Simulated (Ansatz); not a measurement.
# ClH₂ISi (SMILES Cl[SiH2]I): functionals against CCSD(T) at one geometry

An exercise on one series of results from a longer session: the logs are not shown, and one member is left open.

The runs use Ansatz 0.2.0, Gaussian basis; single points in def2-TZVPP.

Correlated methods freeze the cores. Filled d shells of the heavier atoms are correlated. Core potentials replace the inner electrons past krypton, and spin-orbit coupling is left out.

### The starting structure

SMILES `Cl[SiH2]I`, 5 atoms, charge 0, spin multiplicity 1.

Atoms are counted from 1 here; the program's logs count them from 0.

Bond lengths: Cl1–Si2 2.028 Å, Si2–I3 2.471 Å, Si2–H4 1.457 Å, Si2–H5 1.435 Å. Angles: Cl1–Si2–I3 105.3°, Cl1–Si2–H4 107.3°, Cl1–Si2–H5 113.4°, I3–Si2–H4 107.4°, I3–Si2–H5 110.1°, H4–Si2–H5 112.8°.

Geometry (Å):

```
Cl   -1.7017    0.3841   -0.9174
Si   -0.0226    0.1383    0.1933
I     1.4737   -1.2644   -1.1857
H    -0.3896   -0.6398    1.3691
H     0.6273    1.3740    0.5244
```

Set-up of the first run:

Input file run/in.yaml:

```yaml
crystal:
  periodic: [false, false, false]
  atoms:
    - {symbol: Cl, position_ang: [-1.701700, 0.384100, -0.917400]}
    - {symbol: Si, position_ang: [-0.022600, 0.138300, 0.193300]}
    - {symbol: I, position_ang: [1.473700, -1.264400, -1.185700]}
    - {symbol: H, position_ang: [-0.389600, -0.639800, 1.369100]}
    - {symbol: H, position_ang: [0.627300, 1.374000, 0.524400]}
basis:
  gaussian: {orbitals: def2-TZVPP}
correlation: {method: ccsd_t}
output: {forces: true}
```

The run is started by

```console
$ ansatz run in.yaml --threads 8 --pin off --events-out ev --progress --plain --max-ram 10444MiB
```

Steps of the session up to this table: CCSD(T)/def2-TZVPP; PBE0-D4/def2-TZVPP; wB97M-V/def2-TZVPP; r2SCAN-D4/def2-TZVPP; PBE-D4/def2-TZVPP; revPBE-D4/def2-TZVPP; BLYP-D4/def2-TZVPP.

One table of the session follows, with a row left open; its other results are not shown here.

```
   method  RMS force component (eV/Å)  angle to CCSD(T) forces (°)  dipole (D)
  CCSD(T)                       0.436                    reference        1.28
  PBE0-D4                       0.463                          8.5        1.29
  wB97M-V                           ?                            ?           ?
r2SCAN-D4                       0.446                          7.0        1.26
   PBE-D4                       0.494                         15.1        1.16
revPBE-D4                       0.497                         17.9        1.15
  BLYP-D4                       0.447                         26.1        1.18
```

Q: Estimate the row for wB97M-V from the others.

**Answer.** RMS force component (eV/Å): 0.415; angle to CCSD(T) forces (°): 5.6; dipole (D): 1.34. In the column «RMS force component (eV/Å)» it is the lowest.
